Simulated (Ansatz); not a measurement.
**C3H6BN: basis-set convergence**

How large a basis does C3H6BN need? Two functionals are run in growing sets.

Program: Ansatz 0.2.0, Gaussian basis. Level of theory: one geometry, several basis sets. These are calculated values, not measurements.

Plan: PBE0-D4/def2-SVP; ωB97M-V/def2-SVP; PBE0-D4/def2-QZVPP; ωB97M-V/def2-QZVPP; the functionals' def2-TZVPP values are taken from earlier runs.

## (1) The relaxed structure

An earlier PBE0-D4 in a triple-zeta def2 set relaxation fixed the geometry.

SMILES `BN=C1CC1`, 11 atoms, charge 0, spin multiplicity 1.

Atoms are counted from 1 here; the program's logs count them from 0.

Bond lengths: B1–N2 1.355 Å, B1–H6 1.198 Å, B1–H7 1.198 Å, N2–C3 1.228 Å, C3–C4 1.460 Å, C3–C5 1.460 Å, C4–C5 1.541 Å, C4–H8 1.085 Å, C4–H9 1.085 Å, C5–H10 1.085 Å, C5–H11 1.085 Å. Angles: N2–B1–H6 118.8°, N2–B1–H7 118.8°, H6–B1–H7 122.4°, B1–N2–C3 180.0°, N2–C3–C4 148.1°, N2–C3–C5 148.1°, C4–C3–C5 63.7°, C3–C4–C5 58.1°, C3–C4–H8 118.4°, C3–C4–H9 118.4°, C5–C4–H8 117.8°, C5–C4–H9 117.8°, H8–C4–H9 114.8°, C3–C5–C4 58.1°, C3–C5–H10 118.4°, C3–C5–H11 118.4°, C4–C5–H10 117.8°, C4–C5–H11 117.8° and more.

## (2) PBE0-D4 in def2-SVP

File in.yaml:

```yaml
crystal:
  periodic: [false, false, false]
  atoms:
    - {symbol: B, position_ang: [-1.008715, 1.859187, -1.211233]}
    - {symbol: N, position_ang: [-0.446496, 0.825960, -0.538499]}
    - {symbol: C, position_ang: [0.063394, -0.110504, 0.070852]}
    - {symbol: C, position_ang: [0.029611, -1.003651, 1.224728]}
    - {symbol: C, position_ang: [1.125787, -1.108429, 0.146758]}
    - {symbol: H, position_ang: [-1.842931, 1.624187, -2.037921]}
    - {symbol: H, position_ang: [-0.652692, 2.974562, -0.958776]}
    - {symbol: H, position_ang: [-0.727305, -1.780562, 1.253844]}
    - {symbol: H, position_ang: [0.310079, -0.604978, 2.194141]}
    - {symbol: H, position_ang: [2.125793, -0.778611, 0.408613]}
    - {symbol: H, position_ang: [1.088674, -1.954162, -0.532008]}
basis:
  gaussian: {orbitals: def2-SVP}
hamiltonian: {xc: pbe0, dispersion: d4}
output: {orbitals: {seedname: orbitals}}
```

On the command line:

```console
$ ansatz run in.yaml --threads 2 --pin off --events-out ev --progress --plain --max-ram 4352MiB
```

The runs that follow: ωB97M-V in def2-SVP; PBE0-D4 in def2-QZVPP; ωB97M-V in def2-QZVPP.

Before running them: what should the planned runs give, taken together? Wanted: PBE0-D4: double and triple zeta above quadruple; ωB97M-V: double and triple zeta above quadruple.

The runs gave:

```
                                       quantity          value
PBE0-D4: double and triple zeta above quadruple  6.06, 0.30 eV
ωB97M-V: double and triple zeta above quadruple  6.33, 0.27 eV
```

In words: For PBE0-D4 the step from double to triple zeta gains 5.76 eV and the next only 0.30 eV. These are total energies; as a rule much of such shifts cancels in differences, which this series doesn't test.
